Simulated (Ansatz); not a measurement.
# CHGeP (quintet): the correlation ladder, cc-pVDZ

An exercise on one series of results from a longer session: the logs are not shown, and one member is left open.

Program: Ansatz 0.2.0, Gaussian basis. Level of theory: cc-pVDZ, core rule «outside noble gas», up to 20 orbitals frozen. These are calculated values, not measurements.

To be run: UHF; CCSD(T) on UHF; CCSDT(Q) on ROHF; CCSDT(Q) on UHF.

43 further runs of the same task are left out: 31 that didn't finish, 12 set aside as unsound or not needed.

## What is computed

The geometry is a PBE0/def2-TZVP stationary point (not a proven minimum) of the parent state, kept for this charge and spin. No spin-orbit coupling is included. The filled d shell of Ge may be among the frozen orbitals whatever the setting's name suggests; the logs give the count.

4 atoms, charge 0, spin multiplicity 5.

Atoms are counted from 1 here; the program's logs count them from 0.

Bond lengths: C1–P2 1.655 Å, P2–Ge3 2.229 Å, Ge3–H4 1.554 Å. Angles: C1–P2–Ge3 111.8°, P2–Ge3–H4 113.9°.

Set-up of the first run:

Input file in.yaml:

```yaml
crystal:
  periodic: [false, false, false]
  atoms:
    - {symbol: C, position_ang: [0.000000, -0.784213, 2.275657]}
    - {symbol: P, position_ang: [0.000000, 0.518760, 1.254642]}
    - {symbol: Ge, position_ang: [0.000000, -0.106539, -0.885057]}
    - {symbol: H, position_ang: [0.000000, 1.081369, -1.887679]}
basis:
  gaussian: {orbitals: cc-pVDZ}
magnetization: {spin_polarized: true, initial_magnetization: 4}
hamiltonian: {xc: hf}
output: {orbitals: {seedname: orbitals}}
```

Launch:

```console
> ansatz run in.yaml --threads 1 --pin off --events-out ev --progress --plain --max-ram 2393MiB
```

Steps of the session up to this table: UHF; CCSD(T) on UHF; CCSDT(Q) on ROHF; CCSDT(Q) on UHF.

One of the session's tables, all rows but one given; the rest of the session is left out.

It belongs to the step «Misses and costs». 

| method | from UCCSDT(Q) (meV) |
| --- | --- |
| UHF | +7900.7 |
| UMP2 | ? |
| UCCSD | +464.2 |
| UCCSD(T) | +117.9 |
| UCCSDT | +35.2 |
| UCCSDT(Q) | 0 |

**Question.** Estimate the row for UMP2.

The run gave: from UCCSDT(Q) (meV): +1863.3. In the column «from UCCSDT(Q) (meV)» it lies between UCCSD (+464.2) and UHF (+7900.7).

Not comparable, so not listed: CCSDT(Q) on ROHF (they don't share determinant, frozen orbitals or solution with the rows shown, or repeat one).
